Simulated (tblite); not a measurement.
# C4H8F3NSi2: the cost of one run

The runs use tblite 0.8.0 and PySCF 2.14.0, with density-fitted response routines of our own; the level of theory stands in each step. All values are computed, except where a source is named. Atoms count from 0, in the outputs and in this text.

## Step 1: The starting structure

18 atoms, charge 0, multiplicity 1; geometry from: force field or distance geometry start.

Bonds of the start (Å): C0–C1 1.24, C1–C2 1.45, C2–N3 1.46, N3–Si4 1.80, Si4–C5 1.85, C5–F6 1.39, C5–F7 1.38, C5–Si8 1.88, Si8–F9 1.69, C0–H10 1.06, C2–H11 1.12, C2–H12 1.12, N3–H13 1.02, Si4–H14 1.49, Si4–H15 1.47, Si8–H16 1.45, Si8–H17 1.47.

## Step 2: Optimising the geometry with GFN2-xTB

The job: settings as JSON, then the geometry in Å.

```
{"job": {"kind": "relax", "xc": "GFN2-xTB", "basis": "xTB"}, "charge": 0, "multiplicity": 1}
C      4.360100     0.371600     0.305400
C      3.284500    -0.108900    -0.068300
C      2.035500    -0.720500    -0.489000
N      0.939100     0.084500     0.032800
Si    -0.555800    -0.742500    -0.536100
C     -2.057100    -0.097500     0.326100
F     -2.915300    -1.148000     0.628500
F     -1.680400     0.632700     1.437900
Si    -2.900500     1.063400    -0.884700
F     -3.671400     0.203500    -2.117400
H      5.280900     0.796000     0.605400
H      1.982800    -0.772000    -1.608600
H      1.910300    -1.737600    -0.039800
H      0.928000     1.040400    -0.320800
H     -0.639600    -0.452400    -1.990900
H     -0.372300    -2.173000    -0.249000
H     -1.990800     2.032800    -1.472800
H     -3.946700     1.733900    -0.099900
```

Started as:

```bash
> OMP_NUM_THREADS=1 python probes_run.py task.json out
```

This one command runs all jobs of the session in turn.

Q: Estimate the wall time and peak memory of this first job on 1 thread of Arm Neoverse N1, shared host.

About 2.6 s, with a peak of 0.18 GiB.
